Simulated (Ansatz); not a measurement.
This script makes a formation energy from the elements of AgPt3 and its elements with the Python package of Ansatz (0.2.0).

The script, `agpt3.py`:
```python
from collections import Counter
import warnings

import ansatz as az
import numpy as np

PHASES = {
    "AgPt3": (
        [(3.9, 0.0, 0.0), (0.0, 3.9, 0.0), (0.0, 0.0, 3.9)],
        [
            ("Ag", (0.0, 0.0, 0.0)),
            ("Pt", (0.0, 0.5, 0.5)),
            ("Pt", (0.5, 0.0, 0.5)),
            ("Pt", (0.5, 0.5, 0.0)),
        ],
    ),
    "Ag": (
        [(0.0, 2.04275, 2.04275), (2.04275, 0.0, 2.04275), (2.04275, 2.04275, 0.0)],
        [
            ("Ag", (0.0, 0.0, 0.0)),
        ],
    ),
    "Pt": (
        [(0.0, 1.9609, 1.9609), (1.9609, 0.0, 1.9609), (1.9609, 1.9609, 0.0)],
        [
            ("Pt", (0.0, 0.0, 0.0)),
        ],
    ),
}


def build(vectors, sites):
    crystal = az.Crystal(lattice=az.Lattice.of(vectors))
    for symbol, position in sites:
        crystal = crystal.atom(symbol, position)
    return crystal


def solve(name, crystal):
    calc = (
        crystal.calculation()
        .functional("LDA")
        .basis(510)
        .kpoints(spacing=0.15)
        .occupations("cold", width=0.05)
        .stress()
    )
    calc = calc.relax(force_tolerance=0.03, cell=True)
    return calc.run()


def counts(outcome):
    return Counter(site.symbol for site in outcome.lattice.sites)

def formation_energy(outcome, mu):
    n = counts(outcome)
    return (outcome.report["energy_sigma0_ev"] - sum(k * mu[element] for element, k in n.items())) / sum(n.values())


def volume_per_atom(outcome):
    return abs(np.linalg.det(outcome.lattice.cell_ang)) / len(outcome.lattice.sites)

warnings.simplefilter("ignore", az.DeckWarning)

phases = {name: build(*cell) for name, cell in PHASES.items()}

done = {name: solve(name, crystal) for name, crystal in phases.items()}

references = {"Ag": "Ag", "Pt": "Pt"}
mu = {element: done[name].report["energy_sigma0_ev"] / len(done[name].lattice.sites) for element, name in references.items()}

target = done["AgPt3"]
heat = formation_energy(target, mu)
for element, value in mu.items():
    print(f"mu({element}) = {value:.4f} eV from {references[element]}, {volume_per_atom(done[references[element]]):.2f} A^3/atom")
print(f"formation energy of AgPt3: {heat:.4f} eV/atom = {96.4853 * heat:.1f} kJ/mol of atoms")
```

Is AgPt3 bound against its elements at this level, and by how much?

The formation energy is +0.026 eV an atom (+2.5 kJ per mole of atoms), so AgPt3 lies above the reference phases, by an amount within the functional's error.

The output:

```console
$ python agpt3.py
mu(Ag) = -7458.1554 eV from Ag, 16.02 A^3/atom
mu(Pt) = -12244.9893 eV from Pt, 14.75 A^3/atom
formation energy of AgPt3: 0.0258 eV/atom = 2.5 kJ/mol of atoms
```

Notes:
- Absolute energies stand on the zero of these potentials, so only differences at equal settings mean something.
- Spin-orbit coupling, which matters for elements this heavy, is left out.
- The cells come from databases of deposited and of computed structures, and not all need be stable phases.
- The compound is the structure given, not necessarily its lowest; energies are at zero temperature, with no correction for gases. A semilocal functional's error on such energies is often 0.05 to 0.1 eV an atom, and 0.1 to 0.3 eV against gases such as O2 or F2.
- Finished in 70 s on 1 thread of Arm Neoverse V1, with other jobs on the host, peak memory 0.5 GiB.
